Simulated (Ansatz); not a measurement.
A nudged elastic band was laid between two geometries of a periodic cell of 17 atoms, Si₁₆O (host Si, host structure diamond, interstitial O).

Method: Ansatz 0.2.0, DFT LDA, scalar-relativistic, plane waves, PAW. Settings: PAW set soft_1, cutoff 420 eV, k mesh 2x2x2, fermi-dirac smearing 0.05 eV, spin collinear.

```json
{
  "movable images": "5",
  "climbing image": "yes",
  "spring": "5.0 eV/Å²",
  "optimiser": "quadratic models (default)",
  "start path": "IDPP",
  "force threshold": "0.03 eV/Å",
  "iteration limit": "58",
  "end points": "relaxed"
}
```

Initial state:

```xyz
17
Lattice="0.0000 5.4300 5.4300 5.4300 0.0000 5.4300 5.4300 5.4300 0.0000" Properties=species:S:1:pos:R:3
Si 0.002 0.012 0.016
Si 1.377 1.349 1.374
Si 2.722 2.695 -0.013
Si 4.061 4.071 1.342
Si 2.452 -0.073 2.949
Si 3.997 1.290 4.095
Si 5.333 2.647 2.710
Si 6.547 3.956 4.245
Si 0.117 2.952 2.549
Si 1.427 4.173 4.077
Si 2.783 5.508 2.690
Si 4.144 7.047 3.843
Si 2.698 2.714 5.429
Si 3.773 4.056 6.977
Si 5.451 5.736 5.247
Si 6.801 6.817 6.784
O 4.086 5.434 6.124
```

Final state:

```xyz
17
Lattice="0.0000 5.4300 5.4300 5.4300 0.0000 5.4300 5.4300 5.4300 0.0000" Properties=species:S:1:pos:R:3
Si -0.001 -0.015 -0.015
Si 1.424 1.353 1.255
Si 2.780 2.742 -0.077
Si 4.059 4.091 1.358
Si 2.692 0.000 2.717
Si 3.994 1.335 4.136
Si 5.330 2.724 2.783
Si 6.795 4.078 4.048
Si 0.115 2.884 2.475
Si 1.377 4.056 4.080
Si 2.722 5.446 2.736
Si 4.143 7.022 3.813
Si 2.453 2.482 5.501
Si 3.770 3.886 6.803
Si 5.449 5.618 5.128
Si 6.548 6.620 6.906
O 4.079 4.748 5.431
```

(1) Which bonds break or form, and what moves?

(2) Give the energies along the band, and the barrier.

(3) What is the geometry of the highest image?

Answers

(1) The atom that moves furthest is O17, by 0.97 Å; four of its nearest neighbours are Si14 1.65, Si15 1.65, Si5 2.79, Si12 2.79 Å at the first end and Si14 1.65, Si15 1.65, Si13 2.79, Si12 2.79 Å at the last.

(2) The run converged. The highest image is number 3 of 0 to 6, 0.011 eV above the ends, which have the same energy within 2 meV. By the program's own check the climbing image is a first-order saddle point (lowest curvatures found: -0.16 and 0.76 eV/Å²). Limits of this set-up: coarse k mesh, PAW files made for another functional, a small cell, in which the defect meets its images.

```csv
image,path coordinate (Å),energy (eV)
0,0.00,0.000
1,0.21,0.002
2,0.41,0.008
3,0.62,0.011
4,0.82,0.008
5,1.03,0.002
6,1.23,0.000
```

(3) 
```xyz
17
Lattice="0.0000 5.4300 5.4300 5.4300 0.0000 5.4300 5.4300 5.4300 0.0000" Properties=species:S:1:pos:R:3
Si 0.024 -0.005 0.007
Si 1.428 1.347 1.319
Si 2.766 2.718 -0.051
Si 4.070 4.083 1.348
Si 2.571 -0.050 2.860
Si 4.007 1.302 4.130
Si 5.326 2.680 2.751
Si 6.660 4.010 4.163
Si 0.148 2.945 2.486
Si 1.428 4.113 4.084
Si 2.766 5.483 2.714
Si 4.161 7.063 3.798
Si 2.571 2.572 5.481
Si 3.761 3.964 6.897
Si 5.424 5.679 5.182
Si 6.660 6.699 6.851
O 3.980 5.124 5.739
```

Run time: 3.1 min on 2 threads of Arm Neoverse V2, with other jobs on the host, peak memory 1.4 GiB.
